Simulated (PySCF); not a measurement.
# A diatomic session: BI

Aim: find the lowest electronic state of BI, scan its bond at several levels of theory, and get bond length, wavenumber and dissociation energy from each curve.

Method: B x2c-SVPall, I x2c-SVPall, spin-free X2C with a Gaussian nucleus; program: PySCF 2.14.0.

**1. Input**

Settings of the job:

```json
{"atoms": "B, I", "charge": "0", "basis": "B x2c-SVPall, I x2c-SVPall", "Hamiltonian": "spin-free X2C with a Gaussian nucleus", "basis functions": "50", "electrons treated": "58", "masses in u": "11.0093, 126.9045", "levels": "PBE0, PBE, r²SCAN, MN15, TPSS, M06-2X, HSE06, HF, MP2, SCS-MP2, CCSD, CCSD(T)", "grid": "80 radial by 434 angular points", "occupations": "held fixed by the projection of orbital angular momentum", "dissociation limit": "B + I, each in its ground configuration", "starting distance in angstrom": "2.125", "values of 2S to try": "0, 2"}
```

Run with:

```
OMP_NUM_THREADS=1 python dia.py task.json out
```

After this run come: PBE0 along the bond; Higher solutions at PBE0; PBE; r²SCAN; MN15 (hybrid meta-GGA); TPSS (meta-GGA); M06-2X; HSE06 (range-separated hybrid); RHF (mean field); Adding correlation.

Before running it: what results should come out? Wanted: for each run, Re; ωe; De; μ.

The runs gave:

Lowest PBE0 solution found, without spin–orbit coupling: ¹Σ⁺ (singlet), closed shell. State 2 has its PBE0 minimum 1.64 eV higher. The other levels ran on the lowest alone.

```csv
level,Re (Å),ωe (cm⁻¹),De (eV),μ (D)
RHF,2.141,590,2.29,1.18
RHF-MP2,2.119,610,3.56,n/a
RHF-SCS-MP2,2.126,602,3.41,n/a
RHF-CCSD,2.135,595,3.36,n/a
RHF-CCSD(T),2.136,594,3.51,n/a
PBE,2.144,578,4.08,1.74
TPSS,2.146,574,3.83,1.65
r²SCAN,2.140,584,3.82,1.63
PBE0,2.127,597,3.81,1.62
HSE06,2.131,593,3.81,1.61
MN15,2.110,604,3.84,1.64
M06-2X,2.131,588,3.60,1.13
```

De is counted to B + I in their ground configurations. A positive dipole means B(−)I(+).

Differences from CCSD(T) in the same basis:

```csv
level,Re (mÅ),ωe (%)
RHF,+6,-0.6
RHF-MP2,-17,+2.8
RHF-SCS-MP2,-10,+1.3
RHF-CCSD,0,+0.2
PBE,+8,-2.7
TPSS,+10,-3.3
r²SCAN,+5,-1.6
PBE0,-8,+0.6
HSE06,-4,-0.1
MN15,-25,+1.7
M06-2X,-4,-0.9
```

**Reading.** Judged by CCSD(T) in the same basis: best bond length RHF-CCSD (0 mÅ), worst MN15 (-25 mÅ); best wavenumber HSE06 (-0.1 %), worst TPSS (-3.3 %). CCSD(T) in a basis this small is itself some way from its limit, more so than the functionals. Among the levels with a De in the table, it runs from 2.29 eV (RHF) to 4.08 eV (PBE).

Correlated steps freeze 19 core orbitals. These are scalar-relativistic numbers at best; spin–orbit coupling would shift them, the dissociation energy most.
